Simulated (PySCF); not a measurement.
# C5H7ClS: excited states, first hyperpolarisability

Aim: compute the excited states, first hyperpolarisability of C5H7ClS (`CS/C=C/C=C/Cl`).

Computed with PySCF 2.14.0 and routines of our own; the level stands in each step. Atoms count from 0.

### Step 1. The starting structure

14 atoms, charge 0, multiplicity 1; geometry from: GFN2-xTB.

### Step 2. Optimising the geometry at PBE0-D3(BJ)/def2-SVP

Job settings and geometry (Å):

```
{"job": {"xc": "PBE0", "basis": "def2-SVP", "d3": "d3bj", "grid": 2, "kind": "geom"}, "charge": 0, "multiplicity": 1}
C     -2.585437    -0.664476    -0.254504
S     -2.285518     1.039441     0.294648
C     -0.554477     1.163090     0.312619
C      0.345759     0.220225     0.008676
C      1.760659     0.465418     0.060672
C      2.665939    -0.466875    -0.239582
Cl     4.356667    -0.171413    -0.178210
H     -2.158115    -0.810018    -1.242200
H     -3.663498    -0.783172    -0.295280
H     -2.161603    -1.359446     0.464313
H     -0.249981     2.153445     0.615258
H      0.040110    -0.770975    -0.290472
H      2.079216     1.455095     0.355377
H      2.409600    -1.470812    -0.540643
```

Started as:

```bash
$ OMP_NUM_THREADS=1 python excited_run.py task.json out
```

One launch serves the whole session: the jobs run in the order shown.

The log of the run:

```text
step   0  E = -1052.17050998  max force = 0.016465
step   1  E = -1052.17216545  max force = 0.003570
step   2  E = -1052.17213566  max force = 0.002241
step   3  E = -1052.17219419  max force = 0.001505
step   4  E = -1052.17221311  max force = 0.000340
step   5  E = -1052.17221426  max force = 0.000368
optimisation converged
```

Wall time 35 s (1 thread of AMD EPYC 9R14, shared host); peak memory 0.76 GiB.

Along the way:

| step | energy from step 0 (eV) | largest force component (eV/Å) |
| --- | --- | --- |
| 0 | 0.0000 | 0.8467 |
| 1 | -0.0450 | 0.1836 |
| 2 | -0.0442 | 0.1152 |
| 3 | -0.0458 | 0.0774 |
| 4 | -0.0463 | 0.0175 |
| 5 | -0.0464 | 0.0189 |

Close pairs (by a distance rule), those that changed most:

| bond | before (Å) | after (Å) | change (Å) |
| --- | --- | --- | --- |
| C0–S1 | 1.815 | 1.798 | -0.017 |
| C2–H10 | 1.079 | 1.096 | +0.017 |
| C3–H11 | 1.080 | 1.094 | +0.015 |
| C4–H12 | 1.081 | 1.095 | +0.014 |
| C0–H9 | 1.086 | 1.100 | +0.014 |
| C0–H7 | 1.086 | 1.100 | +0.014 |
| C5–H13 | 1.079 | 1.093 | +0.014 |
| C0–H8 | 1.085 | 1.098 | +0.013 |

The end geometry stands in the next job.

| at the end point | value |
| --- | --- |
| point group (found at 0.08 Å tolerance) | Cs |
| rotational constants (GHz, main isotopes) | 8.436, 0.488, 0.463 |
| dipole moment (D) | 2.23 |

### Step 3. Excited states: TDA CAM-B3LYP/def2-TZVP

Job settings and geometry (Å):

```
{"job": {"kind": "states", "xc": "CAM-B3LYP", "basis": "def2-TZVP", "tda": true, "soc": true, "nstates": 6, "ntriplets": 5, "nquad": 4}, "charge": 0, "multiplicity": 1}
C     -2.023871    -0.478375    -0.351668
S     -1.732896     1.217535     0.170523
C     -0.002108     1.322998     0.177541
C      0.914494     0.379425    -0.126319
C      2.337480     0.628954    -0.070753
C      3.266049    -0.293630    -0.367799
Cl     4.958118     0.018269    -0.297141
H     -1.613908    -0.661838    -1.355990
H     -3.113654    -0.609812    -0.380898
H     -1.595562    -1.195314     0.364538
H      0.330271     2.322407     0.480472
H      0.597428    -0.622782    -0.429886
H      2.669997     1.627687     0.231151
H      3.018937    -1.312271    -0.677076
```

Level: TDA CAM-B3LYP/def2-TZVP excited states, vertical, gas phase, spin-orbit mean-field couplings.

The log of the run:

```text
coarse grid: 13024 points
cycle   1  E = -1053.0811584881  dE =  9.175e-01  |g| = 3.176e-01  |ddm| = 2.911e+00
cycle   2  E = -1053.0947736591  dE = -1.362e-02  |g| = 2.738e-01  |ddm| = 6.429e-01
cycle   3  E = -1053.1104640020  dE = -1.569e-02  |g| = 8.089e-02  |ddm| = 2.680e-01
cycle   4  E = -1053.1120442901  dE = -1.580e-03  |g| = 2.431e-02  |ddm| = 8.011e-02
cycle   5  E = -1053.1121830022  dE = -1.387e-04  |g| = 7.514e-03  |ddm| = 2.701e-02
cycle   6  E = -1053.1121962651  dE = -1.326e-05  |g| = 3.163e-03  |ddm| = 1.010e-02
cycle   7  E = -1053.1121990841  dE = -2.819e-06  |g| = 8.194e-04  |ddm| = 3.794e-03
final grid: 117136 points
cycle   8  E = -1053.1036503949  dE = -3.235e-05  |g| = 3.913e-03  |ddm| = 4.383e-02
cycle   9  E = -1053.1036508792  dE = -4.843e-07  |g| = 3.490e-03  |ddm| = 5.901e-03
cycle  10  E = -1053.1036536386  dE = -2.759e-06  |g| = 3.592e-04  |ddm| = 2.836e-03
cycle  11  E = -1053.1036536722  dE = -3.354e-08  |g| = 1.371e-04  |ddm| = 5.288e-04
cycle  12  E = -1053.1036536767  dE = -4.567e-09  |g| = 5.070e-05  |ddm| = 2.138e-04
cycle  13  E = -1053.1036536774  dE = -6.366e-10  |g| = 1.590e-05  |ddm| = 6.843e-05
converged SCF energy = -1053.1036536774

Singlet excitations
state   eV       nm        f     d(h-e)  d(exc)  Lambda  PR(NTO)  |dmu|/D   mu/D   main configurations
  1   5.1111   242.6   1.18936   1.085   3.561   0.795   1.092    2.877    4.880   H->L 0.94
  2   5.4092   229.2   0.00113   1.197   3.389   0.415   1.024    4.750    2.766   H->L+1 0.78
  3   6.2586   198.1   0.00041   1.189   3.594   0.391   1.094    4.387    6.639   H->L+2 0.76, H->L+4 0.12
  4   6.4200   193.1   0.00032   1.290   3.572   0.412   1.206    4.137    4.438   H->L+4 0.58, H->L+2 0.10, H->L+5 0.10
  5   6.5582   189.1   0.03513   0.015   3.789   0.707   1.551                     H->L+3 0.75, H-1->L 0.19
  6   6.7529   183.6   0.11823   0.164   3.199   0.726   1.701                     H-1->L 0.72, H->L+3 0.18

Triplet excitations (Tamm-Dancoff)
state   eV     d(h-e)  d(exc)  Lambda  PR(NTO)   main configurations
  1   2.7415   0.155   3.058   0.798   1.087   H->L 0.90
  2   4.5466   0.174   2.478   0.721   2.009   H->L+3 0.44, H-1->L 0.40
  3   4.9939   0.964   3.144   0.414   1.034   H->L+1 0.68, H->L+5 0.10, H-1->L+1 0.10
  4   5.8409   1.366   3.323   0.410   1.083   H->L+4 0.44, H->L+2 0.26, H-1->L+4 0.10
  5   5.9337   1.326   3.688   0.727   1.774   H-1->L 0.49, H->L+3 0.25, H-4->L 0.10
S1 - T1 = 2.3696 eV

Spin-orbit couplings |<S|Hso|T>| (cm-1)
             T1       T2       T3       T4       T5
S0        0.659    2.047  125.019  138.668    3.873
S1        0.142    0.051   32.650   16.640    0.031
S2       26.195   13.432    0.825    3.955    9.135
S3       25.071   11.241    1.864    2.570    2.175
S4        6.183   17.443   11.592    2.499    3.165
S5        0.112    0.034    6.440    3.972    0.081
S6        0.382    0.189   20.185   22.435    0.188
T1 sublevels (cm-1): 0.000 0.002 0.006   radiative rates (1/s): 1.48 0.369 0.0317
```

It took 40 s on 1 thread of AMD EPYC 9R14, shared host; peak memory 1.1 GiB.

From this job:

| quantity | value |
| --- | --- |
| S1 less T1 | 2.37 eV |

### Step 4. Excited states: TDDFT CAM-B3LYP/aug-cc-pVDZ

The job, as its differences from that of step 3:

```diff
@@ -1,2 +1,2 @@
-{"job": {"kind": "states", "xc": "CAM-B3LYP", "basis": "def2-TZVP", "tda": true, "soc": true, "nstates": 6, "ntriplets": 5, "nquad": 4}, "charge": 0, "multiplicity": 1}
+{"job": {"kind": "states", "xc": "CAM-B3LYP", "basis": "aug-cc-pVDZ", "tpa": true, "nstates": 8, "nquad": 6, "ntriplets": 0}, "charge": 0, "multiplicity": 1}
 C     -2.023871    -0.478375    -0.351668
```

Level: TDDFT CAM-B3LYP/aug-cc-pVDZ excited states, vertical, gas phase, two-photon moments by quadratic response.

The log of the run:

```text
coarse grid: 13024 points
cycle   1  E = -1052.9756626426  dE =  9.800e-01  |g| = 2.898e-01  |ddm| = 1.718e+01
cycle   2  E = -1052.9876962790  dE = -1.203e-02  |g| = 2.627e-01  |ddm| = 3.975e+00
cycle   3  E = -1053.0036759389  dE = -1.598e-02  |g| = 6.687e-02  |ddm| = 1.258e+00
cycle   4  E = -1053.0048352131  dE = -1.159e-03  |g| = 2.131e-02  |ddm| = 3.464e-01
cycle   5  E = -1053.0049570226  dE = -1.218e-04  |g| = 7.419e-03  |ddm| = 1.109e-01
cycle   6  E = -1053.0049722912  dE = -1.527e-05  |g| = 1.992e-03  |ddm| = 4.457e-02
cycle   7  E = -1053.0049736554  dE = -1.364e-06  |g| = 8.091e-04  |ddm| = 1.241e-02
final grid: 117136 points
cycle   8  E = -1053.0283841215  dE = -1.528e-05  |g| = 2.819e-03  |ddm| = 2.373e-01
cycle   9  E = -1053.0283846656  dE = -5.441e-07  |g| = 2.559e-03  |ddm| = 3.112e-02
cycle  10  E = -1053.0283863900  dE = -1.724e-06  |g| = 2.359e-04  |ddm| = 1.265e-02
cycle  11  E = -1053.0283864063  dE = -1.631e-08  |g| = 9.623e-05  |ddm| = 1.306e-03
cycle  12  E = -1053.0283864089  dE = -2.605e-09  |g| = 4.289e-05  |ddm| = 5.471e-04
cycle  13  E = -1053.0283864095  dE = -5.207e-10  |g| = 1.084e-05  |ddm| = 1.870e-04
converged SCF energy = -1053.0283864095

Singlet excitations
state   eV       nm        f     d(h-e)  d(exc)  Lambda  PR(NTO)  |dmu|/D   mu/D   delta(TPA)   sigma/GM   main configurations
  1   4.7922   258.7   0.89359   0.913   3.552   0.773   1.141    2.469    4.554      360.54      3.033   H->L 0.97
  2   4.9471   250.6   0.00010   2.056   4.529   0.247   1.043    8.442    6.244       20.30      0.182   H->L+1 0.83
  3   5.2782   234.9   0.00211   2.059   4.514   0.220   1.043    8.981   10.209       33.43      0.341   H->L+2 0.81
  4   5.5427   223.7   0.00109   1.629   4.740   0.229   1.141    6.478    5.065       42.97      0.484   H->L+3 0.62, H->L+10 0.10, H->L+2 0.10
  5   5.8393   212.3   0.00522   1.157   4.446   0.264   1.152    5.219    6.360       65.22      0.815   H->L+5 0.42, H->L+7 0.22, H->L+3 0.09
  6   5.8418   212.2   0.00536   1.420   4.459   0.288   1.059    5.503    3.883      484.82      6.061   H->L+4 0.71, H->L+8 0.20
  7   6.0696   204.3   0.00234   2.795   4.876   0.274   1.059                                            H->L+6 0.30, H->L+7 0.27, H->L+5 0.17
  8   6.1549   201.4   0.00802   1.208   4.828   0.269   1.161                                            H->L+6 0.40, H->L+5 0.14, H->L+9 0.12
```

Run time: 36 s. Hardware: 1 thread of AMD EPYC 9R14, shared host; peak memory 0.98 GiB.

### Step 5. First hyperpolarisability: quadratic response CAM-B3LYP/aug-cc-pVDZ

The job, as its differences from that of step 4:

```diff
@@ -1,2 +1,2 @@
-{"job": {"kind": "states", "xc": "CAM-B3LYP", "basis": "aug-cc-pVDZ", "tpa": true, "nstates": 8, "nquad": 6, "ntriplets": 0}, "charge": 0, "multiplicity": 1}
+{"job": {"kind": "beta", "xc": "CAM-B3LYP", "basis": "aug-cc-pVDZ"}, "charge": 0, "multiplicity": 1}
 C     -2.023871    -0.478375    -0.351668
```

Level: quadratic response CAM-B3LYP/aug-cc-pVDZ first hyperpolarisability, Taylor convention, gas phase.

The log of the run:

```text
coarse grid: 13024 points
cycle   1  E = -1052.9756626426  dE =  9.800e-01  |g| = 2.898e-01  |ddm| = 1.718e+01
cycle   2  E = -1052.9876962790  dE = -1.203e-02  |g| = 2.627e-01  |ddm| = 3.975e+00
cycle   3  E = -1053.0036759389  dE = -1.598e-02  |g| = 6.687e-02  |ddm| = 1.258e+00
cycle   4  E = -1053.0048352131  dE = -1.159e-03  |g| = 2.131e-02  |ddm| = 3.464e-01
cycle   5  E = -1053.0049570226  dE = -1.218e-04  |g| = 7.419e-03  |ddm| = 1.109e-01
cycle   6  E = -1053.0049722912  dE = -1.527e-05  |g| = 1.992e-03  |ddm| = 4.457e-02
cycle   7  E = -1053.0049736554  dE = -1.364e-06  |g| = 8.091e-04  |ddm| = 1.241e-02
final grid: 117136 points
cycle   8  E = -1053.0283841215  dE = -1.528e-05  |g| = 2.819e-03  |ddm| = 2.373e-01
cycle   9  E = -1053.0283846656  dE = -5.441e-07  |g| = 2.559e-03  |ddm| = 3.112e-02
cycle  10  E = -1053.0283863900  dE = -1.724e-06  |g| = 2.359e-04  |ddm| = 1.265e-02
cycle  11  E = -1053.0283864063  dE = -1.631e-08  |g| = 9.623e-05  |ddm| = 1.306e-03
cycle  12  E = -1053.0283864089  dE = -2.605e-09  |g| = 4.289e-05  |ddm| = 5.471e-04
cycle  13  E = -1053.0283864095  dE = -5.207e-10  |g| = 1.084e-05  |ddm| = 1.870e-04
converged SCF energy = -1053.0283864095

Lowest singlets (eV, f): 4.7923 0.8935  4.9471 0.0001  5.2782 0.0021

First hyperpolarisability (au)
process     nm      |vector|   parallel      HRS      DR
static         -      327.38     184.77     170.29   2.966
shg       1907.0      386.09     215.13     196.06   3.101
eope      1907.0      345.61     194.24          -       -
shg       1064.0      572.32     309.56     276.95   3.419
eope      1064.0      390.71     217.51          -       -
```

It took 28 s on 1 thread of AMD EPYC 9R14, shared host; peak memory 0.94 GiB.

### Step 6. Excited states: TDA CAM-B3LYP/def2-TZVP in acetonitrile

The job, as its differences from that of step 5:

```diff
@@ -1,2 +1,2 @@
-{"job": {"kind": "beta", "xc": "CAM-B3LYP", "basis": "aug-cc-pVDZ"}, "charge": 0, "multiplicity": 1}
+{"job": {"kind": "states", "xc": "CAM-B3LYP", "basis": "def2-TZVP", "tda": true, "soc": true, "nstates": 6, "ntriplets": 5, "nquad": 4, "solvent": "acetonitrile"}, "charge": 0, "multiplicity": 1}
 C     -2.023871    -0.478375    -0.351668
```

Method: TDA CAM-B3LYP/def2-TZVP excited states, vertical, IEF-PCM acetonitrile (non-equilibrium response), spin-orbit mean-field couplings.

The log of the run:

```text
coarse grid: 13024 points
cycle   1  E = -1053.0917510452  dE =  9.073e-01  |g| = 3.069e-01  |ddm| = 2.908e+00
cycle   2  E = -1053.1056297993  dE = -1.388e-02  |g| = 2.521e-01  |ddm| = 5.660e-01
cycle   3  E = -1053.1188383899  dE = -1.321e-02  |g| = 7.108e-02  |ddm| = 1.912e-01
cycle   4  E = -1053.1201060952  dE = -1.268e-03  |g| = 1.849e-02  |ddm| = 6.965e-02
cycle   5  E = -1053.1201891381  dE = -8.304e-05  |g| = 4.802e-03  |ddm| = 2.638e-02
cycle   6  E = -1053.1201952198  dE = -6.082e-06  |g| = 1.903e-03  |ddm| = 9.345e-03
final grid: 117136 points
cycle   7  E = -1053.1115848638  dE = -3.206e-05  |g| = 4.494e-03  |ddm| = 4.361e-02
cycle   8  E = -1053.1115845423  dE =  3.215e-07  |g| = 4.541e-03  |ddm| = 6.331e-03
cycle   9  E = -1053.1115892333  dE = -4.691e-06  |g| = 5.148e-04  |ddm| = 2.913e-03
cycle  10  E = -1053.1115892913  dE = -5.799e-08  |g| = 2.164e-04  |ddm| = 5.369e-04
cycle  11  E = -1053.1115893044  dE = -1.312e-08  |g| = 4.839e-05  |ddm| = 2.440e-04
cycle  12  E = -1053.1115893052  dE = -7.951e-10  |g| = 1.447e-05  |ddm| = 8.030e-05
converged SCF energy = -1053.1115893052

Singlet excitations
state   eV       nm        f     d(h-e)  d(exc)  Lambda  PR(NTO)  |dmu|/D   mu/D   main configurations
  1   4.8927   253.4   1.27601   1.069   3.541   0.793   1.079    3.521    6.047   H->L 0.95
  2   5.5712   222.5   0.00095   1.095   3.293   0.452   1.028    4.731    2.684   H->L+1 0.79
  3   6.3151   196.3   0.00025   1.639   3.577   0.438   1.090    6.355    9.007   H->L+3 0.82, H-1->L+3 0.10
  4   6.6100   187.6   0.03234   0.202   3.724   0.706   1.409    0.751    3.577   H->L+2 0.81, H-1->L 0.13
  5   6.7129   184.7   0.13346   0.227   3.230   0.740   1.490                     H-1->L 0.79, H->L+2 0.12
  6   6.7458   183.8   0.00143   0.823   3.628   0.398   1.108                     H->L+4 0.72

Triplet excitations (Tamm-Dancoff)
state   eV     d(h-e)  d(exc)  Lambda  PR(NTO)   main configurations
  1   2.7637   0.181   3.058   0.793   1.084   H->L 0.90
  2   4.5921   0.177   2.476   0.725   2.005   H->L+2 0.43, H-1->L 0.40
  3   5.1522   0.891   3.088   0.448   1.044   H->L+1 0.71, H-1->L+1 0.10
  4   5.8362   1.481   3.344   0.439   1.100   H->L+3 0.70, H-1->L+3 0.15
  5   5.9484   1.419   3.682   0.732   1.769   H-1->L 0.49, H->L+2 0.25, H-4->L 0.10
S1 - T1 = 2.1290 eV

Spin-orbit couplings |<S|Hso|T>| (cm-1)
             T1       T2       T3       T4       T5
S0        0.624    1.983  121.491  135.834    3.564
S1        0.056    0.053   31.904   14.119    0.021
S2       27.332   13.348    0.760    5.278    9.179
S3       26.463   16.274    1.122    1.322    1.330
S4        0.098    0.042    6.439    3.187    0.061
S5        0.151    0.113   20.958   19.376    0.179
S6        7.504   12.035   13.673    4.756    5.580
T1 sublevels (cm-1): 0.000 0.004 0.009   radiative rates (1/s): 0.487 1.28 0.00118
```

Run time: 41 s. Hardware: 1 thread of AMD EPYC 9R14, shared host; peak memory 1.2 GiB.

Key values:

| quantity | value |
| --- | --- |
| S1 less T1 | 2.13 eV |

### Step 7. Results

| quantity | value |
| --- | --- |
| point group | Cs |
| rotational constants (main isotopes) | 8.44, 0.49, 0.46 GHz |
| S1 less T1 (step 3, TDA CAM-B3LYP/def2-TZVP) | 2.37 eV |
| β vector (step 5, quadratic response CAM-B3LYP/aug-cc-pVDZ) | static 327, SHG 1907.0 nm 386, SHG 1064.0 nm 572 au |
| S1 less T1 (step 6, TDA CAM-B3LYP/def2-TZVP in acetonitrile) | 2.13 eV |

In words: Relaxing lowered the energy by 0.046 eV in 5 steps; the close pair that moved most is C0–S1, from 1.815 to 1.798 Å. No frequency check was run at this level, so the end point may be a saddle. In step 3, the number of triplets below S1 is 3, and the largest singlet-triplet spin-orbit coupling is S0–T4, 138.67 cm⁻¹. In step 4 some excited states are degenerate or nearly so. β grows from 327 au (static) to 572 au for doubling at 1064.0 nm: normal dispersion, which grows as twice the photon energy moves toward the bright states. In step 6, the number of triplets below S1 is 2, and the largest singlet-triplet spin-orbit coupling is S0–T4, 135.83 cm⁻¹.
